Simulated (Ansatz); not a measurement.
What does this script print? It uses the Python package of Ansatz (0.2.0).

`drho.py`
```python
'''Density of Cu3S2 less that of its sublattices.'''

import ansatz as az
import numpy as np

FUNCTIONAL = 'lda'
SCF_TOL = 1e-05
WIDTH_EV = 0.1
ECUT = 460
MESH = (7, 7, 4)

vectors0 = np.array([
    [3.472508, 0.0, 0.0],
    [0.0, 3.472508, 0.0],
    [0.0, 0.0, 5.933883],
])
sites = [
    ('Cu', [0.5, 0.5, 0.0]),
    ('Cu', [0.5, 0.0, 0.32997]),
    ('Cu', [0.0, 0.5, 0.67003]),
    ('S', [0.5, 0.0, 0.731581]),
    ('S', [0.0, 0.5, 0.268419]),
]


def build(cell):
    crystal = az.Crystal(lattice=az.Lattice.of(cell))
    for symbol, position in sites:
        crystal = crystal.atom(symbol, position)
    return crystal


def main() -> None:
    # one cutoff and one grid for all runs, so that the fields can be subtracted
    def solve(crystal):
        return (
            crystal.calculation()
            .functional(FUNCTIONAL)
            .initial_density(normalization='cell')
            .scf(tolerance=SCF_TOL)
            .occupations(az.OccupationsMethod.FERMI_DIRAC, width=WIDTH_EV)
            .basis(ECUT, grid_basis='typed')
            .kpoints(*MESH)
            .density()
            .run(threads=1)
        )


    whole = solve(build(vectors0))
    difference = whole.density().channels[0].density_e_per_ang3.copy()
    binding = whole.report['free_energy_ev']
    for element in ['Cu', 'S']:
        part = az.Crystal(lattice=az.Lattice.of(vectors0))
        for symbol, position in sites:
            if symbol == element:
                part = part.atom(symbol, position)
        alone = solve(part)
        difference -= alone.density().channels[0].density_e_per_ang3
        binding -= alone.report['free_energy_ev']
        print(f'{element} sublattice: {alone.report["n_electrons"]:g} electrons, {alone.report["n_iterations"]} iterations')

    voxel = abs(np.linalg.det(vectors0)) / difference.size
    print(f'energy of the crystal less its unpolarised sublattices: {binding / len(sites):.4f} eV/atom')
    print(f'net charge of the difference {difference.sum() * voxel:.5f} e, charge rearranged {0.5 * np.abs(difference).sum() * voxel:.3f} e')
    print(f'extremes {difference.min():.4f} and {difference.max():.4f} e/A^3')
    for (symbol, position) in sites:
        index = tuple(int(round(p * n)) % n for p, n in zip(position, difference.shape))
        print(f'  change of the pseudo-density at the grid point nearest {symbol}: {difference[index]:+.4f} e/A^3')


if __name__ == '__main__':
    main()
```

```console
$ python drho.py
Cu sublattice: 57 electrons, 8 iterations
S sublattice: 12 electrons, 6 iterations
energy of the crystal less its unpolarised sublattices: -2.1972 eV/atom
net charge of the difference -0.00000 e, charge rearranged 0.688 e
extremes -0.1363 and 0.0809 e/A^3
  change of the pseudo-density at the grid point nearest Cu: -0.1363 e/A^3
  change of the pseudo-density at the grid point nearest Cu: -0.1083 e/A^3
  change of the pseudo-density at the grid point nearest Cu: -0.1083 e/A^3
  change of the pseudo-density at the grid point nearest S: -0.0486 e/A^3
  change of the pseudo-density at the grid point nearest S: -0.0486 e/A^3
```

Reading the output:
- These settings explore the input space; cutoff and mesh may be short of convergence.
- No spin polarisation was allowed.
- The mesh is modest for a metal, so energies can be off by several to tens of meV an atom and pressures by half a GPa or more; differences at equal mesh fare better.
- The fields are valence quantities on the plane-wave grid; their values near the nuclei depend on the potentials.
- The structure comes from a database of computed cells and needn't be a stable or known phase.
- Charge moved counts every rearrangement, bonding and polarisation too, and is no transfer between atoms; the bare sublattices are artificial references. Values near the nuclei depend on the potentials.
- Run time: 19 s on 1 thread of Arm Neoverse V2, with other jobs on the host, peak memory 0.37 GiB.
